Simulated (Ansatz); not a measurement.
# C₄H₈O₄Sn: a ladder of functionals and wavefunction methods

How much do the methods differ for C₄H₈O₄Sn? The plan is to run it at one geometry with functionals of several rungs and with coupled cluster. The yardstick is the atomisation energy at the CCSD(T) limit.

Method: functionals in def2-TZVPP, the program's frozen cores in correlated methods; program: Ansatz 0.2.0, Gaussian basis.

The runs, in order: LDA (SPW92), PBE-D4, revPBE-D4, BLYP-D4, r2SCAN-D4, B97M-V, PBE0-D4, B3LYP-D4, r2SCANh-D4, r2SCAN0-D4, HSE06-D4, BHLYP-D4, CAM-B3LYP-D4, LC-ωPBE, ωB97X-V, ωB97M-V, B2PLYP, PBE-QIDH; CCSD(T)/def2-SVP; CCSD(T)/def2-TZVPP; MP2/def2-QZVPP; extrapolation to the limit; RPA on PBE.

1 further run of the same task is left out (for a known fault of the program). Runs told in other sessions of the task aren't counted.

### 1 Structure used throughout

All runs share one geometry, relaxed beforehand with PBE0-D4 in a triple-zeta def2 set. Sn takes the def2 core potential; no spin-orbit term is included.

SMILES `CC(=O)[O][SnH2][O]C(C)=O`, 17 atoms, charge 0, spin multiplicity 1.

Atoms are counted from 1 here; the program's logs count them from 0.

Bond lengths: C1–C2 1.490 Å, C1–H10 1.093 Å, C1–H11 1.090 Å, C1–H12 1.087 Å, C2–O3 1.249 Å, C2–O4 1.279 Å, O4–Sn5 2.140 Å, Sn5–O6 2.141 Å, Sn5–H13 1.707 Å, Sn5–H14 1.707 Å, O6–C7 1.278 Å, C7–C8 1.490 Å, C7–O9 1.249 Å, C8–H15 1.087 Å, C8–H16 1.090 Å, C8–H17 1.093 Å. Angles: C2–C1–H10 108.3°, C2–C1–H11 109.9°, C2–C1–H12 110.7°, H10–C1–H11 107.5°, H10–C1–H12 109.5°, H11–C1–H12 110.9°, C1–C2–O3 122.2°, C1–C2–O4 119.1°, O3–C2–O4 118.6°, C2–O4–Sn5 94.5°, O4–Sn5–O6 139.9°, O4–Sn5–H13 103.6°, O4–Sn5–H14 98.0°, O6–Sn5–H13 98.0°, O6–Sn5–H14 103.5°, H13–Sn5–H14 114.1°, Sn5–O6–C7 94.5°, O6–C7–C8 119.2° and more.

### 2 LDA

This LDA is Slater exchange with PW92 correlation.

in.yaml

```yaml
crystal:
  periodic: [false, false, false]
  atoms:
    - {symbol: C, position_ang: [2.365315, -0.623818, -2.147261]}
    - {symbol: C, position_ang: [1.118449, -0.015091, -1.603978]}
    - {symbol: O, position_ang: [0.151467, -0.707024, -1.220828]}
    - {symbol: O, position_ang: [1.036234, 1.257467, -1.511287]}
    - {symbol: Sn, position_ang: [-0.930941, 1.238400, -0.668654]}
    - {symbol: O, position_ang: [-2.090804, 0.143131, 0.759199]}
    - {symbol: C, position_ang: [-1.133727, 0.029731, 1.598950]}
    - {symbol: C, position_ang: [-1.368382, -0.706068, 2.873252]}
    - {symbol: O, position_ang: [-0.025146, 0.530971, 1.314362]}
    - {symbol: H, position_ang: [3.161191, -0.488969, -1.410825]}
    - {symbol: H, position_ang: [2.668329, -0.102657, -3.055516]}
    - {symbol: H, position_ang: [2.224033, -1.684691, -2.337918]}
    - {symbol: H, position_ang: [-1.944235, 1.009819, -2.022754]}
    - {symbol: H, position_ang: [-0.940303, 2.829457, -0.051260]}
    - {symbol: H, position_ang: [-0.541606, -0.554213, 3.562487]}
    - {symbol: H, position_ang: [-2.310095, -0.386469, 3.319383]}
    - {symbol: H, position_ang: [-1.458778, -1.770178, 2.642847]}
basis:
  gaussian: {orbitals: def2-TZVPP}
hamiltonian: {xc: lda}
output: {orbitals: {seedname: orbitals}}
```

Started as:

```
> ansatz run in.yaml --threads 5 --pin off --events-out ev --progress --plain --max-ram 66560MiB --backend cuda --devices 0, --max-vram 37GiB
```

The runs that follow: PBE-D4 (GGA); revPBE-D4 (GGA); BLYP-D4 (GGA); r2SCAN-D4 (meta-GGA); B97M-V (meta-GGA); B3LYP-D4 (hybrid); r2SCANh-D4 (hybrid); r2SCAN0-D4 (hybrid); HSE06-D4 (hybrid); BHLYP-D4 (hybrid); CAM-B3LYP-D4 (range-separated); LC-ωPBE (range-separated); ωB97X-V (range-separated); ωB97M-V (range-separated); B2PLYP (double hybrid); PBE-QIDH (double hybrid); CCSD(T) in def2-SVP; CCSD(T) in def2-TZVPP; MP2 in def2-QZVPP; RPA on PBE orbitals.

Q: Predict the results of all the runs planned. Wanted: atomisation energy, CCSD(T)/CBS; farthest beyond LDA; mean size of error, GGA; mean size of error, meta-GGA; mean size of error, hybrid; mean size of error, range-separated; mean size of error, double hybrid; gap, smallest and largest; T1 diagnostic.

As calculated:

| quantity | value |
| --- | --- |
| atomisation energy, CCSD(T)/CBS | 1671.0 kcal/mol |
| functionals within 16.7 kcal/mol (1.0 %) | revPBE-D4, BLYP-D4, r2SCAN-D4, B97M-V, PBE0-D4, B3LYP-D4, r2SCANh-D4, HSE06-D4, CAM-B3LYP-D4, LC-ωPBE, ωB97X-V, ωB97M-V |
| farthest beyond LDA | BHLYP-D4 (-81.3 kcal/mol) |
| mean size of error, GGA | 17.4 kcal/mol |
| mean size of error, meta-GGA | 7.3 kcal/mol |
| mean size of error, hybrid | 23.6 kcal/mol |
| mean size of error, range-separated | 1.7 kcal/mol |
| mean size of error, double hybrid | 21.3 kcal/mol |
| gap, smallest and largest | 5.25 eV (LDA (SPW92)), 12.63 eV (LC-ωPBE) |
| T1 diagnostic | 0.0170 |
| triples share of the correlation energy | 4.0 % |

**Reading.** LDA overbinds by 285.5 kcal/mol (17 %). PBE-D4 misses by +49.7 kcal/mol. Double hybrids carry the basis error of their MP2 part in triple zeta, and no dispersion term here, so their miss is partly the set-up's. The rungs range-separated, meta-GGA miss on average by less than the doubt on the reference (16.7 kcal/mol), so they tie. The reference freezes the cores and leaves out spin-orbit coupling and excitations past (T), and its outer-core shells are covered unevenly, so misses under about 16.7 kcal/mol can't be ranked. All levels share the lack of spin-orbit coupling, which lowers the free heavy atoms and so the true binding. Hartree-Fock recovers 69 % of the binding; the rest is correlation. CCSD(T) in def2-SVP is off by -89.7 kcal/mol, so the small basis spoils what the method gains. The gap grows from 5.2 to 12.6 eV across the functionals, mostly with the share of exact exchange. Correlated methods include outer-core shells of Sn, which these sets cover unevenly.
